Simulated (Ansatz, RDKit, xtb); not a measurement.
# C4H12Si2: ranking a sample of isomers

Which of a sample of isomers of C4H12Si2 is the most stable in the gas at 298.15 K, and what are its properties? The sample is small against all isomers, and the most stable one of this formula need not be in it.

The funnel: GFN2-xTB relaxations, single points with a density functional, relaxations at PBE0-D3(BJ)/def2-SVP, harmonic vibrations (at GFN2-xTB), and a last energy at a higher level. All values are calculated.

### 1 Drawing up candidates

Isomers were taken from a list of plausible structures; this is a sample, not all of them. That gives 5 candidates.

| label | SMILES | spin |
| --- | --- | --- |
| c116 | [SiH3][C@@H]1CC[C@@H]1[SiH3] | singlet |
| c366 | [SiH3]C1([SiH3])CCC1 | singlet |
| c522 | [SiH3][C@H]1C[C@H]([SiH3])C1 | singlet |
| c858 | [SiH3][C@H]1C[C@@H]([SiH3])C1 | singlet |
| c870 | [SiH3][C@@H]1CC[C@H]1[SiH3] | singlet |

Candidates are built by distance geometry, with a force field where one applies, in up to four conformers (letters a to d).

Q: Predict the outcome of this search (final energies at CCSD(T)/def2-SVP + MP2/def2-TZVPP - MP2/def2-SVP).

| quantity | value |
| --- | --- |
| lowest structure found | [SiH3]C1([SiH3])CCC1, singlet |
| next finalist | [SiH3][C@@H]1CC[C@H]1[SiH3], singlet, 1.8 kcal/mol higher in G |
| share at equilibrium, among the finalists | 90.1 % |

The lowest structure found is `[SiH3]C1([SiH3])CCC1`. The margin, 1.8 kcal/mol, is modest. r2SCAN-D4/def2-SVP, PBE0-D3(BJ)/def2-SVP, HF/def2-SVP and MP2/def2-SVP already put its bonding pattern lowest among the structures in one piece; GFN2-xTB favours the singlet [SiH3][C@@H]1CC[C@H]1[SiH3] (c870b, not a finalist); HF/STO-3G favours the singlet [SiH3][C@H]1C[C@@H]([SiH3])C1. The search is not exhaustive (a finite list of starts, one conformer a finalist), so a lower isomer can't be ruled out. Only 5 drawn patterns were tried, so whole families of isomers are missing, and the result ranks this sample alone.
